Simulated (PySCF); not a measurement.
# C₅H₇NO₂: magnetic properties

Aim: compute the magnetic properties of C₅H₇NO₂ (`NC(=O)C/C=C\C=O`).

Computed with PySCF 2.14.0 and routines of our own; the level stands in each step. Atoms count from 0.

### 1 The system as given

15 atoms, charge 0, multiplicity 1; geometry from: GFN2-xTB.

### 2 Magnetic properties: GIAO PBE/pcSseg-1

What the job is given:

```
{"job": {"kind": "mag", "xc": "PBE", "basis": "pcSseg-1", "isotopologues": 2}, "charge": 0, "multiplicity": 1}
N      1.816700    -0.615115     0.397082
C      1.593927     0.682581     0.153685
O      2.270838     1.590775     0.569227
C      0.347463     0.913614    -0.734951
C     -0.840088     0.977637     0.144750
C     -1.649245    -0.045482     0.472725
C     -1.523918    -1.412099     0.005191
O     -0.540896    -1.925056    -0.491456
H      2.589740    -0.878381     0.985780
H      1.173341    -1.320300     0.058283
H      0.489735     1.862826    -1.250889
H      0.274992     0.091043    -1.445861
H     -1.058449     1.953532     0.560395
H     -2.507181     0.145739     1.101471
H     -2.441373    -2.013325     0.144263
```

Level: GIAO PBE/pcSseg-1 magnetisability, rotational g tensor and spin-rotation constants, non-relativistic, gas phase.

Command:

```console
OMP_NUM_THREADS=1 python excited_run.py task.json out
```

One launch serves the whole session: the jobs run in the order shown.

Standard output:

```text
coarse grid: 13008 points
cycle   1  E = -399.0809969270  dE =  1.240e+00  |g| = 1.175e+00  |ddm| = 3.580e+00
cycle   2  E = -395.9824486359  dE =  3.099e+00  |g| = 3.380e+00  |ddm| = 4.482e+00
cycle   3  E = -399.1276584126  dE = -3.145e+00  |g| = 9.443e-01  |ddm| = 4.038e+00
cycle   4  E = -399.3316772789  dE = -2.040e-01  |g| = 2.583e-01  |ddm| = 9.818e-01
cycle   5  E = -399.3200290853  dE =  1.165e-02  |g| = 3.501e-01  |ddm| = 5.219e-01
cycle   6  E = -399.3473556816  dE = -2.733e-02  |g| = 5.549e-02  |ddm| = 3.136e-01
cycle   7  E = -399.3479090714  dE = -5.534e-04  |g| = 2.793e-02  |ddm| = 6.701e-02
cycle   8  E = -399.3480715424  dE = -1.625e-04  |g| = 6.145e-03  |ddm| = 2.515e-02
cycle   9  E = -399.3480788344  dE = -7.292e-06  |g| = 3.000e-03  |ddm| = 7.879e-03
final grid: 127056 points
cycle  10  E = -399.4374204157  dE =  5.138e-05  |g| = 2.633e-02  |ddm| = 4.127e-02
cycle  11  E = -399.4362925603  dE =  1.128e-03  |g| = 7.718e-02  |ddm| = 7.350e-02
cycle  12  E = -399.4375589997  dE = -1.266e-03  |g| = 6.371e-03  |ddm| = 6.029e-02
cycle  13  E = -399.4375677141  dE = -8.714e-06  |g| = 1.210e-03  |ddm| = 6.475e-03
cycle  14  E = -399.4375680028  dE = -2.887e-07  |g| = 7.219e-04  |ddm| = 1.495e-03
cycle  15  E = -399.4375681308  dE = -1.281e-07  |g| = 1.161e-04  |ddm| = 6.774e-04
cycle  16  E = -399.4375681336  dE = -2.740e-09  |g| = 5.946e-05  |ddm| = 1.348e-04
cycle  17  E = -399.4375681342  dE = -6.039e-10  |g| = 2.668e-05  |ddm| = 6.155e-05
converged SCF energy = -399.4375681342

Magnetisability tensor (1e-30 J/T^2)
     -795.86       -6.20     -102.67
       -6.20     -743.76       68.90
     -102.67       68.90    -1039.55
isotropic -859.72   principal values   -1088.49   -777.08   -713.60
isotropic susceptibility -51.774 1e-6 cm^3/mol

Inertial axes            a          b          c
rot. const./GHz      3.7828     1.4996     1.1956
chi total           -47.988    -44.774    -62.559
chi diamagnetic    -412.850   -859.009  -1059.409
chi paramagnetic    364.862    814.235    996.850
quadrupole/D A       -9.896      6.909      2.987
g nuclear            0.5927     0.5423     0.5463
g electronic        -0.6484    -0.5736    -0.5599
g total             -0.0557    -0.0313    -0.0137

Spin-rotation constants (kHz, H = +C I.J)
atom  isotope        aa         bb         cc
  0    14N        0.420      0.083      0.094
  8     1H       -0.212     -0.066     -0.089
  9     1H        0.230     -0.107     -0.118
 10     1H       -0.233     -0.075     -0.069
 11     1H       -0.219     -0.081     -0.046
 12     1H       -0.306      0.098     -0.107
 13     1H       -0.239     -0.019     -0.044
 14     1H        0.399     -0.113     -0.088
  1    13C*       1.280      0.648      0.393
  2    17O*      -2.059     -0.692     -0.254
  3    13C*       0.807      0.315      0.192
  4    13C*       1.369      0.662      0.334
  5    13C*       1.085      0.586      0.335
  6    13C*       1.998      0.667      0.321
  7    17O*      -2.473     -1.376     -0.177
* in the singly substituted isotopologue

Isotopologues: g along a, b, c
2H    at 8,9,10,11,12,1    -0.0478    -0.0290    -0.0126
15N   at 0                 -0.0549    -0.0311    -0.0136
```

Wall time 61 s (1 thread of Arm Neoverse N1, shared host); peak memory 0.57 GiB.

From this job:

```tsv
quantity	value
magnetisability	-860·10⁻³⁰ J/T²
molar susceptibility	-51.8·10⁻⁶ cm³/mol
rotational g (a, b, c)	-0.0557, -0.0313, -0.0137
```

### 3 Magnetic properties: common gauge origin B97-D/cc-pVDZ, grid 1

Settings changed since step 2:

```diff
@@ -1,2 +1,2 @@
-{"job": {"kind": "mag", "xc": "PBE", "basis": "pcSseg-1", "isotopologues": 2}, "charge": 0, "multiplicity": 1}
+{"job": {"kind": "mag", "xc": "B97-D", "basis": "cc-pVDZ", "grid": 1, "gauge": [0, 0, 0]}, "charge": 0, "multiplicity": 1}
 N      1.816700    -0.615115     0.397082
```

With the program's defaults for keys left out, this is: common gauge origin B97-D/cc-pVDZ magnetisability, rotational g tensor and spin-rotation constants, non-relativistic, gas phase.

Standard output:

```text
final grid: 58688 points
cycle   1  E = -399.3862988088  dE =  1.297e+00  |g| = 1.207e+00  |ddm| = 7.906e+00
cycle   2  E = -395.9865335388  dE =  3.400e+00  |g| = 3.456e+00  |ddm| = 5.882e+00
cycle   3  E = -399.4764275171  dE = -3.490e+00  |g| = 8.823e-01  |ddm| = 4.872e+00
cycle   4  E = -399.6658763905  dE = -1.894e-01  |g| = 2.642e-01  |ddm| = 1.506e+00
cycle   5  E = -399.6575303928  dE =  8.346e-03  |g| = 3.268e-01  |ddm| = 7.901e-01
cycle   6  E = -399.6826349918  dE = -2.510e-02  |g| = 5.182e-02  |ddm| = 4.654e-01
cycle   7  E = -399.6831773953  dE = -5.424e-04  |g| = 2.333e-02  |ddm| = 1.044e-01
cycle   8  E = -399.6832984522  dE = -1.211e-04  |g| = 4.945e-03  |ddm| = 3.795e-02
cycle   9  E = -399.6833034812  dE = -5.029e-06  |g| = 2.199e-03  |ddm| = 1.083e-02
cycle  10  E = -399.6833046605  dE = -1.179e-06  |g| = 1.028e-03  |ddm| = 4.185e-03
cycle  11  E = -399.6833049121  dE = -2.516e-07  |g| = 2.496e-04  |ddm| = 1.587e-03
cycle  12  E = -399.6833049218  dE = -9.757e-09  |g| = 1.889e-04  |ddm| = 5.856e-04
cycle  13  E = -399.6833049293  dE = -7.480e-09  |g| = 6.141e-05  |ddm| = 2.686e-04
cycle  14  E = -399.6833049300  dE = -7.293e-10  |g| = 1.064e-05  |ddm| = 9.483e-05
converged SCF energy = -399.6833049300

Magnetisability tensor (1e-30 J/T^2)
    -3335.77     1275.15      397.16
     1275.15    -4385.88      133.75
      397.16      133.75    -5646.39
isotropic -4456.01   principal values   -5721.91  -5215.26  -2430.87
isotropic susceptibility -268.347 1e-6 cm^3/mol

Inertial axes            a          b          c
rot. const./GHz      3.7828     1.4996     1.1956
chi total          -146.589   -316.257   -342.196
chi diamagnetic    -410.835   -856.808  -1057.195
chi paramagnetic    264.246    540.551    714.999
quadrupole/D A       -9.678      6.811      2.867
g nuclear            0.5927     0.5423     0.5463
g electronic        -0.4696    -0.3808    -0.4016
g total              0.1231     0.1615     0.1446

Spin-rotation constants (kHz, H = +C I.J)
atom  isotope        aa         bb         cc
  0    14N        0.372      0.052      0.057
  8     1H        0.454     -0.027      0.050
  9     1H        0.230     -0.866     -0.576
 10     1H       -0.017     -0.185     -0.140
 11     1H       -0.643     -0.442     -0.491
 12     1H        0.359     -0.203     -0.082
 13     1H        0.167      0.167      0.093
 14     1H        0.038      0.508      0.247
  1    13C*       0.912      0.446      0.199
  2    17O*      -1.734     -0.664     -0.257
  3    13C*       0.506      0.135      0.060
  4    13C*       1.114      0.437      0.196
  5    13C*       0.828      0.450      0.219
  6    13C*       1.572      0.596      0.242
  7    17O*      -2.249     -1.137     -0.141
* in the singly substituted isotopologue
```

Run time: 27 s. Hardware: 1 thread of Arm Neoverse N1, shared host; peak memory 0.56 GiB.

The run ended normally, but its values are not to be used for the molecule: a common gauge origin replaces GIAOs, so the magnetic properties depend on where the origin lies.

### 4 Results

| quantity | value |
| --- | --- |
| magnetisability (step 2, GIAO PBE/pcSseg-1) | -860·10⁻³⁰ J/T² |
| molar susceptibility (step 2, GIAO PBE/pcSseg-1) | -51.8·10⁻⁶ cm³/mol |
| rotational g (a, b, c) (step 2, GIAO PBE/pcSseg-1) | -0.0557, -0.0313, -0.0137 |
| runs | 0 failed, 1 ended on unsound input |

**Reading.** The values above hold for this geometry and these levels alone. Vibrational averaging and real surroundings are missing from these values.
